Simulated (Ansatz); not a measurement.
# BClH3OP: the cost of one run

Program: Ansatz 0.2.0. Level of theory: RKS PBE/def2-mTZVP. These are calculated values, not measurements.

## Step 1: Starting point

Bond lengths: O1–B2 1.410 Å, B2–P3 1.904 Å, B2–Cl4 1.813 Å, O1–H5 0.985 Å, P3–H6 1.481 Å, P3–H7 1.493 Å. Angles: O1–B2–P3 119.0°, O1–B2–Cl4 121.7°, P3–B2–Cl4 119.2°, B2–O1–H5 108.7°, B2–P3–H6 94.6°, B2–P3–H7 94.7°, H6–P3–H7 92.9°.

Coordinates:

```xyz
7

O    -0.8158    1.2650   -0.3398
B    -0.6100   -0.1299   -0.3289
P     0.3175   -0.9141    1.1369
Cl   -1.1369   -1.1828   -1.7077
H    -0.0801    1.6889   -0.8382
H     0.8169    0.3753    1.6660
H     1.5697   -1.1704    0.3661
```

## Step 2: Relaxing end A

The input, input.yaml:

```yaml
crystal:
  periodic: [false, false, false]
  atoms:
    - { symbol: O, position_ang: [-0.8158, 1.265, -0.3398] }
    - { symbol: B, position_ang: [-0.61, -0.1299, -0.3289] }
    - { symbol: P, position_ang: [0.3175, -0.9141, 1.1369] }
    - { symbol: Cl, position_ang: [-1.1369, -1.1828, -1.7077] }
    - { symbol: H, position_ang: [-0.0801, 1.6889, -0.8382] }
    - { symbol: H, position_ang: [0.8169, 0.3753, 1.666] }
    - { symbol: H, position_ang: [1.5697, -1.1704, 0.3661] }
basis:
  gaussian: { orbitals: def2-mTZVP }
hamiltonian:
  xc: pbe
relax:
  f_tol: 0.015
  max_steps: 40
output:
  orbitals: {}
```

Run with:

```bash
$ ansatz run input.yaml --threads 2 --pin off --max-ram 3072MiB --backend cpu --events-out ev --progress --plain --runs-dir out
```

**Question.** How long does this run take on 2 threads of Intel Xeon at 2.80GHz (Skylake/Cascade Lake), shared host, and how much memory does it need?

About 24 s, with a peak of 0.17 GiB.
